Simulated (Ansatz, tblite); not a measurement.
# The cluster Sb5As+: rung by rung

How do method and basis change the picture of the cluster Sb5As+ (doublet)?

The runs use Ansatz 0.2.0, Gaussian basis; as each input shows.

The runs, in order: GFN1-xTB, PBE-D4/def2-TZVP, r2SCAN-D4/def2-TZVP, revPBE-D4/def2-TZVP, ωB97M-V/def2-TZVP, PBE-D4/def2-SVP, PBE0-D4/def2-SVP, MP2/def2-TZVP, RPA/def2-TZVP.

3 further runs of the same task are left out: 3 set aside as unsound or not needed.

## (1) The structure

The geometry is that of the doublet, from an earlier relaxation (PBE-D4/def2-SVP). At that level it is the lowest of the isomers that a small search found.

6 atoms, charge 1, spin multiplicity 2.

Bond lengths: As1–Sb2 2.806 Å, As1–Sb5 2.450 Å, Sb2–Sb3 2.867 Å, Sb2–Sb4 3.060 Å, Sb3–Sb4 2.859 Å, Sb3–Sb6 2.909 Å, Sb4–Sb5 3.138 Å, Sb4–Sb6 2.883 Å. Angles: Sb2–As1–Sb5 74.5°, As1–Sb2–Sb3 104.4°, As1–Sb2–Sb4 101.9°, Sb3–Sb2–Sb4 57.6°, Sb2–Sb3–Sb4 64.6°, Sb2–Sb3–Sb6 65.9°, Sb4–Sb3–Sb6 60.0°, Sb2–Sb4–Sb3 57.8°, Sb2–Sb4–Sb5 62.0°, Sb2–Sb4–Sb6 63.7°, Sb3–Sb4–Sb5 99.5°, Sb3–Sb4–Sb6 60.9°, Sb5–Sb4–Sb6 124.0°, As1–Sb5–Sb4 108.7° and more.

Sb takes a core potential in the def2 sets. No spin-orbit coupling is included. The ion is computed in the gas phase, without counter-ions or solvent.

PBE0-D4/def2-TZVP was run before; its log isn't repeated, and its numbers join the tables.

## (2) GFN1-xTB

Tight binding, by tblite at 300 K electronic temperature and without a spin-polarisation term:

```python
tblite.interface.Calculator('GFN1-xTB', numbers, positions, charge=1, uhf=1).singlepoint()
```

Energy -396.6269 eV; 0.029 s.

## (3) PBE-D4/def2-TZVP

start.molden holds the orbitals of an earlier run on this state, given as this run's starting guess.

File in.yaml:

```yaml
crystal:
  periodic: [false, false, false]
  atoms:
    - {symbol: As, position_ang: [-2.216004, 2.001632, -0.018253]}
    - {symbol: Sb, position_ang: [-0.408175, 0.233168, -1.234792]}
    - {symbol: Sb, position_ang: [-0.596989, -2.165610, 0.324211]}
    - {symbol: Sb, position_ang: [1.512710, -0.383444, 1.065446]}
    - {symbol: Sb, position_ang: [-0.096437, 2.308513, 1.171230]}
    - {symbol: Sb, position_ang: [1.804895, -1.994250, -1.307842]}
basis:
  gaussian: {orbitals: def2-TZVP, initial_orbitals: start.molden}
total_charge: 1
magnetization: {spin_polarized: true, initial_magnetization: 1}
hamiltonian: {xc: pbe, dispersion: d4}
scf: {omitted_lower_state_checks: [starts]}
output: {orbitals: {seedname: orbitals}}
```

Started as:

```
$ ansatz run in.yaml --threads 6 --pin off --events-out ev --progress --plain --max-ram 7833MiB
```

After this run come: r2SCAN-D4/def2-TZVP; revPBE-D4/def2-TZVP; ωB97M-V/def2-TZVP; PBE-D4/def2-SVP; PBE0-D4/def2-SVP; MP2/def2-TZVP; RPA/def2-TZVP.

Before running them: what should the planned runs give, taken together? Wanted: gap in def2-TZVP, named functionals, smallest and largest; correlation energy, MP2/def2-TZVP; ⟨S²⟩ in def2-TZVP, named functionals, smallest and largest; PBE0 total energy, smallest basis above largest.

As calculated:

```
                                                  quantity                                value
 gap in def2-TZVP, named functionals, smallest and largest  0.75 eV (PBE-D4), 5.60 eV (ωB97M-V)
                         correlation energy, MP2/def2-TZVP                            -52.91 eV
⟨S²⟩ in def2-TZVP, named functionals, smallest and largest                         0.762, 1.004
           PBE0 total energy, smallest basis above largest        8.61 eV (def2-SVP, def2-TZVP)
```

Orbital gaps of the named functionals in def2-TZVP span 0.75 eV (PBE-D4) to 5.60 eV (ωB97M-V); exact exchange widens it. Over the named functionals in def2-TZVP spin contamination reaches 0.25 (ωB97M-V).
